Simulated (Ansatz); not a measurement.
# IrAu2: the cost of one run

Computed with Ansatz 0.2.0 (DFT PBE, scalar-relativistic, plane waves, PAW, unless a step's input says otherwise).

## Step 1: The starting structure

It takes space group Fd-3m (No. 227, cubic). The conventional cell has a = 7.402 Å, b = 7.402 Å, c = 7.402 Å, α = 90.00°, β = 90.00°, γ = 90.00°. Ir (site symmetry -43m) is surrounded by 12 Au at 3.07 Å and 4 Ir at 3.20 Å. Around Au (site symmetry -3m) lie 6 Au at 2.62 Å.

As a file:

```cif
data_structure
_symmetry_space_group_name_H-M 'Fd-3m:1'
_symmetry_Int_Tables_number 227
_cell_length_a 7.4015
_cell_length_b 7.4015
_cell_length_c 7.4015
_cell_angle_alpha 90.000
_cell_angle_beta 90.000
_cell_angle_gamma 90.000
_cell_volume 405.47
loop_
_atom_site_label
_atom_site_type_symbol
_atom_site_symmetry_multiplicity
_atom_site_Wyckoff_symbol
_atom_site_fract_x
_atom_site_fract_y
_atom_site_fract_z
_atom_site_occupancy
Ir1 Ir 8 b 0.00000 0.00000 0.50000 1
Au1 Au 16 c 0.12500 0.12500 0.12500 1
```

(A quick probe on a coarse mesh, which set the mesh and smearing, is not shown.)

## Step 3: Coarse relaxation

File input.yaml:

```yaml
crystal:
  lattice:
    - [0.0, 3.7007544267, 3.7007544267]
    - [3.7007544267, 0.0, 3.7007544267]
    - [3.7007544267, 3.7007544267, 0.0]
  atoms:
    - { symbol: Ir, position: [0.0, 0.0, 0.0] }
    - { symbol: Ir, position: [0.25, 0.25, 0.25] }
    - { symbol: Au, position: [0.625, 0.625, 0.625] }
    - { symbol: Au, position: [0.125, 0.625, 0.625] }
    - { symbol: Au, position: [0.625, 0.625, 0.125] }
    - { symbol: Au, position: [0.625, 0.125, 0.625] }
basis:
  ecutwfc: 420
kpoints:
  mp_grid: { grid: [4, 4, 4] }
hamiltonian:
  xc: pbe
scf:
  occupations: { method: gaussian, width: 0.1 }
  lower_state_search: "off"
output:
  forces: true
  stress: true
  eigenvalues: true
relax:
  adjacent_minimum: "off"
  f_tol: 0.04
  max_steps: 70
  cell: { stress_tol: 0.4 }
```

Command:

```bash
$ ansatz run input.yaml --threads 1 --pin off --max-ram 2560MiB --backend cpu --events-out ev --progress --plain --runs-dir out
```

Q: Estimate wall time and peak memory on 1 thread of Arm Neoverse V1, shared host.

About 21 s, with a peak of 0.39 GiB.
